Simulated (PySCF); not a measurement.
# SBr: the SCF solver's settings

Aim: find out which solver settings change the answer for SBr.

Computed with PySCF 2.14.0. Level: method and basis as typed in the scripts.

1 further run of the same task is left out (it didn't finish).

**1. The system as given**

SBr: 2 atoms, charge 0, spin multiplicity 2.

Bond lengths: S1–Br2 1.890 Å.

**2. Base script**

The input, input.py:

```python
from pyscf import gto, scf, mp

mol = gto.M(
    atom='S 0 0 0; Br 0 0 1.89',
    basis='cc-pvdz',
    charge=0,
    spin=1,
    verbose=4,
)
mf = scf.UHF(mol)
mf.kernel()
mp.MP2(mf, frozen=14).kernel()
mf.dip_moment()
print('orbital energies (hartree):', [e[max(0, n-3):n+3].round(4) for e, n in zip(mf.mo_energy, mol.nelec)])
```

Launch:

```sh
$ python input.py
```

The log of this run is left out.

It gives: E(SCF) = -2969.854606 Eh, 11 cycles, E(MP2) − E(SCF) = -0.23478 Eh, ⟨S²⟩ = 0.762, μ = 0.54 D (of the SCF density).

The bond length is a typed value, not an optimised one.

**3. Convergence threshold 1e-07 hartree**

Variant 1 changes convergence threshold: default → 1e-07 hartree.

The input, input.py:

```python
from pyscf import gto, scf, mp

mol = gto.M(
    atom='S 0 0 0; Br 0 0 1.89',
    basis='cc-pvdz',
    charge=0,
    spin=1,
    verbose=4,
)
mf = scf.UHF(mol)
mf.conv_tol = 1e-07
mf.kernel()
mp.MP2(mf, frozen=14).kernel()
mf.dip_moment()
print('orbital energies (hartree):', [e[max(0, n-3):n+3].round(4) for e, n in zip(mf.mo_energy, mol.nelec)])
```

Launch:

```sh
$ python input.py
```

**4. DIIS space 20**

Variant 2 changes DIIS space: default → 20.

Edit input.py of step 2 so:

```diff
@@ -10,2 +10,3 @@
 mf = scf.UHF(mol)
+mf.diis_space = 20
 mf.kernel()
```

**5. DIIS space off**

Variant 3 changes DIIS space: default → off.

Edit input.py of step 2 so:

```diff
@@ -10,2 +10,3 @@
 mf = scf.UHF(mol)
+mf.diis = False
 mf.kernel()
```

**6. Smearing width 0.005 hartree**

Variant 4 changes smearing width: none → 0.005 hartree; step after the SCF: mp2 → none.

Edit input.py of step 2 so:

```diff
@@ -1,2 +1,2 @@
-from pyscf import gto, scf, mp
+from pyscf import gto, scf
 
@@ -10,4 +10,4 @@
 mf = scf.UHF(mol)
+mf = scf.addons.smearing_(mf, sigma=0.005, method='fermi')
 mf.kernel()
-mp.MP2(mf, frozen=14).kernel()
 mf.dip_moment()
```

**7. Damping 0.5**

Variant 5 changes damping: none → 0.5.

Edit input.py of step 2 so:

```diff
@@ -10,2 +10,4 @@
 mf = scf.UHF(mol)
+mf.damp = 0.5
+mf.diis_start_cycle = 8
 mf.kernel()
```

**8. DIIS space 4**

Variant 6 changes DIIS space: default → 4.

Edit input.py of step 2 so:

```diff
@@ -10,2 +10,3 @@
 mf = scf.UHF(mol)
+mf.diis_space = 4
 mf.kernel()
```

Q: Predict the outcome of this session. Wanted: for each run, E(SCF); from base; gap, α spin; SCF dipole; after the SCF.

**Answer**, as computed:

```
                                run  E(SCF) (hartree)  from base (eV)  cycles  gap, α spin (eV)  SCF dipole (D)                           after the SCF
                               base      -2969.854606               0      11             13.34            0.54  MP2 correlation -6.389 eV, core frozen
convergence threshold 1e-07 hartree      -2969.854606          0.0000       9             13.34            0.54  MP2 correlation -6.389 eV, core frozen
                      DIIS space 20      -2969.854606          0.0000      11             13.34            0.54  MP2 correlation -6.389 eV, core frozen
                     DIIS space off      -2969.854606          0.0000      22             13.34            0.54  MP2 correlation -6.389 eV, core frozen
       smearing width 0.005 hartree      -2969.716372  not comparable       9               n/a            1.19                                     n/a
                        damping 0.5      -2969.854606          0.0000      14             13.34            0.54  MP2 correlation -6.389 eV, core frozen
                       DIIS space 4      -2969.854606          0.0000      11             13.34            0.54  MP2 correlation -6.389 eV, core frozen
```

Distance from each run's final energy (log10 hartree) by cycle:

```
                                run  cycle 1  cycle 2  cycle 3  cycle 5  cycle 8  cycle 12
                               base     -1.6     -2.3     -2.7     -3.8     -7.6      done
convergence threshold 1e-07 hartree     -1.6     -2.3     -2.7     -3.8     -7.6      done
                      DIIS space 20     -1.6     -2.3     -2.7     -3.8     -7.6      done
                     DIIS space off     -1.6     -2.3     -2.8     -3.5     -4.5      -5.8
       smearing width 0.005 hartree     -1.8     -2.6     -3.7     -5.9     -8.5      done
                        damping 0.5     -1.6     -2.0     -2.3     -2.8     -3.5      -7.8
                       DIIS space 4     -1.6     -2.3     -2.7     -3.8     -7.3      done
```

What this shows: With convergence threshold 1e-07 hartree or DIIS space 20 or DIIS space off or damping 0.5 or DIIS space 4 the SCF ends at the base energy. The base needs 11 cycles and the run with DIIS space off needs 22.
